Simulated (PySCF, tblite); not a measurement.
**C₃H₁₀NSi₃ radical: geometry, infrared bands and EPR parameters**

What infrared bands and EPR parameters should C₃H₁₀NSi₃ radical (`C[SiH2][C@@H](C#N)[SiH][SiH3]`) show?

Computed with tblite 0.8.0 and PySCF 2.14.0, with density-fitted response routines of our own, on a single molecule in the gas phase. Atoms are numbered from 0 throughout.

### 1 The starting structure

17 atoms, charge 0, multiplicity 2; geometry from: force field or distance geometry start.

Bonds of the start (Å): C0–Si1 1.87, Si1–C2 1.87, C2–C3 1.45, C3–N4 1.18, C2–Si5 1.87, Si5–Si6 2.29, C0–H7 1.09, C0–H8 1.09, C0–H9 1.10, Si1–H10 1.48, Si1–H11 1.47, C2–H12 1.08, Si5–H13 1.48, Si6–H14 1.48, Si6–H15 1.49, Si6–H16 1.48.

### 2 Relaxing the molecule with GFN2-xTB

What the job is given:

```
{"job": {"kind": "relax", "xc": "GFN2-xTB", "basis": "xTB"}, "charge": 0, "multiplicity": 2}
C      2.908300     0.200300     0.484200
Si     1.197300     0.668500    -0.103500
C      0.102100    -0.833600    -0.274000
C     -0.049400    -1.562800     0.971600
N     -0.156000    -2.160200     1.981600
Si    -1.517300    -0.203400    -0.967300
Si    -2.910900     0.683900     0.625100
H      3.377400    -0.500900    -0.198100
H      3.548900     1.082000     0.550700
H      2.865000    -0.261400     1.480300
H      0.604200     1.644300     0.844900
H      1.319800     1.345900    -1.405900
H      0.544900    -1.492200    -1.010700
H     -2.186600    -1.266000    -1.759300
H     -3.437900    -0.380300     1.515700
H     -2.168500     1.679300     1.449100
H     -4.048500     1.368500    -0.034400
```

The run is started by

```
> OMP_NUM_THREADS=1 python probes_run.py task.json out
```

One launch serves the whole session: the jobs run in the order shown.

**Question.** This job is followed by: GFN2-xTB harmonic vibrations, gas phase; UKS B3LYP, pcH-1 on C H N Si, non-relativistic, mean-field spin-orbit, GIAO. What will the session give for the following? strongest single infrared mode (GFN2-xTB); zero-point energy (GFN2-xTB); g(iso) (B3LYP); ⟨S²⟩; largest a(iso) (averaged by class); potential on the surface of density 0.002 e/bohr³, 1st and 99th percentile.

**Answer**, as computed:

| quantity | value |
| --- | --- |
| strongest single infrared mode (GFN2-xTB) | 2229 cm⁻¹, 472 km/mol |
| zero-point energy (GFN2-xTB) | 68.7 kcal/mol |
| g(iso) (B3LYP) | 2.00353 |
| ⟨S²⟩ | 0.752 (exact 0.75) |
| largest a(iso) (averaged by class) | 29Si on Si5, -378.5 MHz |
| potential on the surface of density 0.002 e/bohr³, 1st and 99th percentile | -1.81 V and 1.43 V |

In words: The optimisation took 132 steps and gained 0.312 eV; among the close pairs (by a distance rule), C2–Si5 changed most, from 1.871 to 1.942 Å. All 45 modes are real, so the xTB geometry is a minimum. The strongest single mode, at 2229 cm⁻¹, moves mainly H11. Unscaled tight-binding wavenumbers are off by several per cent, some by more. Its intensities can rank the bands wrongly. Si5 carries the largest spin population, 0.95 e. The isotropic g lies 1.2 ppt above the free-electron value. These values are for one conformer; the search (at its own cheap level) found 2 more, at 0.44, 1.40 kcal/mol, and measured spectra average over such forms.
